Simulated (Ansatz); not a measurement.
Run this with Ansatz's Python interface and show what comes out.

Script `basis_brhsi.py`:
```python
"""Basis-set convergence for BrHSi."""

import warnings

import ansatz as az

SETTINGS = {
    "functional": "b3lyp",
}

warnings.simplefilter("ignore", az.DeckWarning)

geometry_ang = [
    ("Si", [-0.5041, 0.3919, -0.2418]),
    ("Br", [1.3811, 0.5231, 0.8154]),
    ("H", [-0.8879, -0.9799, -0.5869]),
]
mol = az.Crystal.molecule()
for symbol, xyz in geometry_ang:
    mol = mol.atom(symbol, xyz)

job = mol.calculation().functional(SETTINGS["functional"])

energies = {}
for basis in ["def2-SVP", "def2-SVPD", "def2-TZVP", "def2-TZVPP"]:
    data = job.basis(gaussian=basis).run(threads=1, backend="cpu").report
    size = data["n_frozen"] + data["n_occupied"][0] + data["n_virtual"][0]
    energies[basis] = (data["reference_energy_ev"] / 27.211386246, data["free_energy_ev"] / 27.211386246)
    print(f"{basis:14s} {size:4d} orbitals  reference {energies[basis][0]:14.6f} Ha  total {energies[basis][1]:14.6f} Ha")

last = energies["def2-TZVPP"][1]
for basis, (_, total) in energies.items():
    print(f"{basis:14s} lies {27.211386 * (total - last):9.4f} eV above def2-TZVPP")
```

```console
$ python basis_brhsi.py
def2-SVP         55 orbitals  reference   -2863.864769 Ha  total   -2863.864769 Ha
def2-SVPD        73 orbitals  reference   -2863.870491 Ha  total   -2863.870491 Ha
def2-TZVP        91 orbitals  reference   -2864.281938 Ha  total   -2864.281938 Ha
def2-TZVPP      104 orbitals  reference   -2864.282295 Ha  total   -2864.282295 Ha
def2-SVP       lies   11.3615 eV above def2-TZVPP
def2-SVPD      lies   11.2058 eV above def2-TZVPP
def2-TZVP      lies    0.0097 eV above def2-TZVPP
def2-TZVPP     lies    0.0000 eV above def2-TZVPP
```

Against def2-SVP: def2-SVPD -5.7 mHa, def2-TZVP -417.2 mHa and def2-TZVPP -417.5 mHa. The last step alone is -0.36 mHa (these two sets differ little on atoms other than hydrogen). From the first set to the last the time grows from 0.9 to 1.5 s.

What to keep in mind:
- The drop along the ladder measures the basis error, and is no property of the molecule.
- The geometry is a force-field or estimated start, not a minimum of this method, and the last set is no limit. Much of the fall in a total is atomic energy, which cancels in bond and reaction energies.
- b3lyp holds the VWN-RPA fit, as in Gaussian; the form of ORCA and Turbomole is b3lyp5.
- Timing: 5.4 s on 1 thread of Arm Neoverse V2 (shared host), peak memory 0.23 GiB.
